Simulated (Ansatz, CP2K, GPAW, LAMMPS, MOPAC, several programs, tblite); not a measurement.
What each method gives for CdSe (wurtzite)

CdSe built on the wurtzite prototype, relaxed with r2SCAN in Ansatz, was computed with several methods. It is hexagonal, P6_3mc (No. 186); conventional cell a = 4.341 Å, c = 7.077 Å, 28.87 Å³ an atom. Around Cd lie 4 Se at 2.66 Å; around Se lie 4 Cd at 2.66 Å. Spin-unpolarised throughout; all numbers are computed.

```
Cd Se
1.0
     4.34072    0.00000    0.00000
    -2.17036    3.75918    0.00000
     0.00000    0.00000    7.07665
Cd Se
2 2
Direct
  0.33333 0.66667 0.99952
  0.66667 0.33333 0.49952
  0.33333 0.66667 0.37548
  0.66667 0.33333 0.87548
```

Gaps and times are for a single point on this cell; volume and bulk modulus come from each method's own relaxation or energy curve at fixed shape, which is too stiff where a cell has free coordinates or axes. Times are rough, from shared hosts (Arm Neoverse V2), and each method has its own mesh and cell size. A dagger marks a closed or tiny gap in a crystal that DFT finds insulating: a failure of the method or a wrong SCF state. A double dagger marks a value from a curve with shape and coordinates held. PM6 (MOPAC), PM7 (MOPAC), GFN1-xTB (tblite), GFN2-xTB (tblite) treat a cluster of cells at its zone centre, which samples few k points: where these miss a band edge, the gap comes out too large for that reason alone. Gaps from k meshes are read at a limited set of points (mesh, symmetry points, PBE's band edges), so each method's own least gap may be somewhat smaller. Force fields have no electrons; where one was fitted to this phase, its volume and modulus reflect the fit. xTB and the PM methods were fitted mostly to molecules, and can miss a solid's gap by electronvolts. Minimal bases can be far off for gaps. GLLB-SC's gap includes the derivative discontinuity. d marks a direct gap, i an indirect one (no mark: not told apart), a dash a value that wasn't computed or didn't pass its checks.

| method | kind | gap (eV) | own volume (Å³/atom) | bulk modulus (GPa) | atoms computed | processor time |
| --- | --- | --- | --- | --- | --- | --- |
| CdTeZnSeHgS0.sw (LAMMPS) | force field | – | 27.68 | 54‡ | 4 | 0.1 s |
| CdTeSe.bop.table (LAMMPS) | force field | – | – | – | 4 | 0.11 s |
| PM7 (MOPAC) | semi-empirical | 4.37 | 31.43‡ | 96‡ | 72 | 2.2 s |
| PM6 (MOPAC) | semi-empirical | 2.41 | – | – | 72 | 2.2 s |
| GFN1-xTB (tblite) | tight binding | 0.00† | 29.89‡ | 38‡ | 72 | 2.5 s |
| light PBE (260 eV and a coarse mesh) | light plane-wave | 0.62 d | – | – | 4 | 3.7 s |
| GFN2-xTB (tblite) | tight binding | 2.80 | 31.33‡ | 22‡ | 72 | 4.1 s |
| PBE/SZV (CP2K) | small basis | 0.84 d | 31.42‡ | 44‡ | 4 | 6.5 s |
| PBE/DZVP (CP2K) | small basis | 0.61 d | 30.24‡ | 44‡ | 4 | 20 s |
| PBE | semilocal | 0.61 d | 29.78 | 45‡ | 4 | 25 s |
| PBE/single zeta (GPAW) | small basis | 0.66 d | – | – | 4 | 25 s |
| r2SCAN | semilocal | 1.11 d | 28.87 | 51‡ | 4 | 54 s |
| GLLB-SC (GPAW) | model potential | 1.46 | – | – | 4 | 58 s |

Against r2SCAN (1.11 eV) and with closed or daggered gaps left aside, the nearest gap at the points sampled is that of PBE/SZV (CP2K) (-0.27 eV) and the farthest that of PM7 (MOPAC) (+3.26 eV). r2SCAN is only a yardstick of convenience: semilocal gaps usually lie below measured ones, which GLLB-SC and hybrids aim to mend.

Volumes against r2SCAN's: CdTeZnSeHgS0.sw (LAMMPS) -4.1 %, PBE +3.1 %.

Runs without a result: CdTeSe.bop.table (LAMMPS) (relaxation).

The runs are scalar-relativistic, without spin-orbit coupling.
